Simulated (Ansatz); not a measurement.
# MnSi4C: the cost of one run

Program: Ansatz 0.2.0. Level of theory: DFT PBE, scalar-relativistic, plane waves, PAW. These are calculated values, not measurements.

**1. Starting point**

The structure is hexagonal, space group P6/mmm (No. 191). The conventional cell has a = 3.480 Å, b = 3.480 Å, c = 7.040 Å, α = 90.00°, β = 90.00°, γ = 120.00°. Mn (site symmetry 6/mmm) is surrounded by 12 Si at 2.75 Å. Si (site symmetry 3m) is surrounded by 3 Si at 2.01 Å and 3 C at 2.60 Å and 3 Mn at 2.75 Å. Around C (site symmetry 6/mmm) lie 12 Si at 2.60 Å.

As a file:

```
CELL_PARAMETERS angstrom
3.48041 0.00000 0.00000
-1.74021 3.01413 0.00000
0.00000 0.00000 7.04041
ATOMIC_POSITIONS crystal
Mn 0.00000 0.00000 0.50000
Si 0.33333 0.66667 0.76655
Si 0.33333 0.66667 0.23345
Si 0.66667 0.33333 0.76655
Si 0.66667 0.33333 0.23345
C 0.00000 0.00000 0.00000
```

Recipe of the guess: species swapped into a database cell of TaCrB4 (P6/mmm, No. 191), with Mn on the Ta sites, C on the Cr sites and Si on the B sites. Its size is a rough estimate.

**2. The guess as it stands, on a coarse mesh**

input.yaml

```yaml
crystal:
  lattice:
    - [3.48041403, 0.0, 0.0]
    - [-1.74020701, 3.01412697, 0.0]
    - [0.0, 0.0, 7.0404053]
  atoms:
    - { symbol: Mn, position: [0.0, 0.0, 0.5], spin: 4.0 }
    - { symbol: Si, position: [0.33333333, 0.66666667, 0.766554] }
    - { symbol: Si, position: [0.33333333, 0.66666667, 0.233446] }
    - { symbol: Si, position: [0.66666667, 0.33333333, 0.766554] }
    - { symbol: Si, position: [0.66666667, 0.33333333, 0.233446] }
    - { symbol: C, position: [0.0, 0.0, 0.0] }
basis:
  ecutwfc: 420
kpoints:
  mp_grid: { grid: [6, 6, 4] }
hamiltonian:
  xc: pbe
scf:
  occupations: { method: gaussian, width: 0.1 }
  lower_state_search: "off"
output:
  forces: true
  stress: true
  eigenvalues: true
  populations: true
magnetization:
  spin_polarized: true
```

Launch:

```sh
$ ansatz run input.yaml --threads 1 --pin off --max-ram 2560MiB --backend cpu --events-out ev --progress --plain --runs-dir out
```

What time and memory should one allow on 1 thread of Arm Neoverse V2, shared host?

About 6.9 s, with a peak of 0.37 GiB.
